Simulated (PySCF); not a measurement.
# Cu³⁺: dipole response in def2-TZVPPD

Aim: the static polarisability and the C₆ coefficient of Cu³⁺, method by method.

Program: PySCF 2.14.0. Level of theory: unrestricted determinants in a Gaussian basis, no spin-orbit coupling in the energies. These are calculated values, not measurements, unless marked.

## 1. The atom as given

- Element: copper (Z = 29)
- Basis: def2-TZVPPD (6s6p4d2f1g, 67 functions)
- Hamiltonian: no relativity, point nucleus
- State 1: Cu³⁺: [Ar] 3d8, high-spin 3F determinant
- Methods: PBEsol

Outer shells as boxes (Hund's rule):

Cu3+ [Ar] 3d8
```
[Ar] core
3d [↑↓][↑↓][↑↓][↑ ][↑ ]
```

The runs were made by one driver on top of PySCF. The scripts below sum up each run's settings (the driver also hands on starting orbitals that pick excited configurations, and frozen orbitals as a list rather than a count), and the logs come from the driver's own runs. The driver starts from symmetry-adapted Hartree-Fock orbitals, holds the occupation by maximum overlap and uses a logarithmic radial grid for functionals, so a plain start would take other cycles.

The integrals over 67 functions and the set-up took 0.23 s of CPU time.

## 2. Cu³⁺: PBEsol

PBEsol:

File input.py:

```python
from pyscf import gto, scf, dft, mp, cc
import basis_set_exchange as bse
mol = gto.M(atom="Cu 0 0 0", charge=3, spin=2, symmetry="D2h",
            basis=gto.basis.parse(bse.get_basis("def2-TZVPPD", elements=["Cu"], fmt="nwchem")))
mf = dft.UKS(mol, xc="PBEsol")
mf.irrep_nelec = {'Ag': (5, 3), 'B1g': (1, 1), 'B2g': (1, 1), 'B3g': (1, 1), 'B1u': (2, 2), 'B2u': (2, 2), 'B3u': (2, 2)}
mf.kernel()
```

Log:

```text
damping factor = 0
level_shift factor = 0
DIIS = <class 'pyscf.scf.diis.CDIIS'>
diis_start_cycle = 1
diis_space = 10
diis_damp = 0
SCF conv_tol = 1e-09
SCF conv_tol_grad = None
number electrons alpha = 14  beta = 12
XC functionals = PBEsol
    J. P. Perdew, A. Ruzsinszky, G. I. Csonka, O. A. Vydrov, G. E. Scuseria, L. A. Constantin, X. Zhou, and K. Burke.,  Phys. Rev. Lett. 100, 136406 (2008)
    J. P. Perdew, A. Ruzsinszky, G. I. Csonka, O. A. Vydrov, G. E. Scuseria, L. A. Constantin, X. Zhou, and K. Burke.,  Phys. Rev. Lett. 100, 136406 (2008)
cycle= 1 E= -1636.45009541247  delta_E= -0.00668  |g|= 0.131  |ddm|= 0.114
cycle= 2 E= -1636.44828405821  delta_E= 0.00181  |g|= 0.176  |ddm|= 0.0783
cycle= 3 E= -1636.45248975477  delta_E= -0.00421  |g|= 0.0013  |ddm|= 0.0447
cycle= 4 E= -1636.45249003908  delta_E= -2.84e-07  |g|= 0.000168  |ddm|= 0.000418
cycle= 5 E= -1636.45249004351  delta_E= -4.43e-09  |g|= 1.08e-05  |ddm|= 5.09e-05
cycle= 6 E= -1636.45249004352  delta_E= -1.32e-11  |g|= 9e-08  |ddm|= 3.11e-06
converged SCF energy = -1636.45249004352  <S^2> = 2.0005084  2S+1 = 3.0003389
```

It used 8.1 s of CPU time after the integrals (shared host).

Orbital energies by shell (radii are means over both spins):

```csv
shell,electrons,mean orbital energy (eV),spread (eV),rms radius (bohr)
1s α,1,-8785.8,0,0.0612
1s β,1,-8785.8,0,0.0612
2s α,1,-1087.5,0,0.259
2s β,1,-1086.1,0,0.259
2p α,3,-959.50,0,0.230
2p β,3,-958.47,0,0.230
3s α,1,-157.72,0,0.769
3s β,1,-155.11,0,0.769
3p α,3,-117.73,0,0.804
3p β,3,-115.14,0,0.804
3d α,5,-50.178,1.440,0.961
3d β,3,-48.164,0,0.961
```

⟨S²⟩ = 2.001, ⟨L²⟩ = 12.00.

The driver then solved the coupled dipole response at imaginary frequencies: mean α = 1.339 bohr³, C₆ = 2.807 au for a like pair.

Radial density 4πr²ρ of Cu³⁺ at PBEsol:

```csv
r (bohr),density,spin density
0.000737,0.109,0.000
0.00124,0.299,0.000
0.00209,0.804,0.000
0.00351,2.10,0.000
0.00590,5.16,0.000
0.00992,11.6,0.000
0.0167,22.2,0.000
0.0281,32.9,0.001
0.0472,33.6,0.002
0.0794,27.8,0.012
0.134,37.0,0.094
0.225,33.6,0.522
0.378,17.5,1.693
0.636,22.2,2.358
1.07,9.05,1.168
1.80,1.02,0.184
3.03,0.0358,0.006
5.09,5.41e-05,0.000
```

## 3. The response side by side

Cu³⁺, in atomic units:

```csv
method,mean α,C₆ (like pair),S(−4)
PBEsol,1.339,2.807,0.8219
```

α(iu) at PBEsol:

```csv
u (hartree),α(iu) (bohr³)
0,1.339
0.0500,1.337
0.100,1.331
0.200,1.308
0.300,1.272
0.500,1.180
0.750,1.058
1.00,0.9502
1.50,0.7887
2.00,0.6734
3.00,0.5085
5.00,0.3060
```

## 4. Results

| quantity | value |
| --- | --- |
| α of Cu³⁺ | 1.339 (PBEsol) bohr³ |

In words: A single London oscillator with the computed α and C₆ of Cu³⁺ at PBEsol would have ω = 4 C₆ / (3 α²) = 2.09 hartree. All values hold for this basis alone; no basis-set limit was taken.
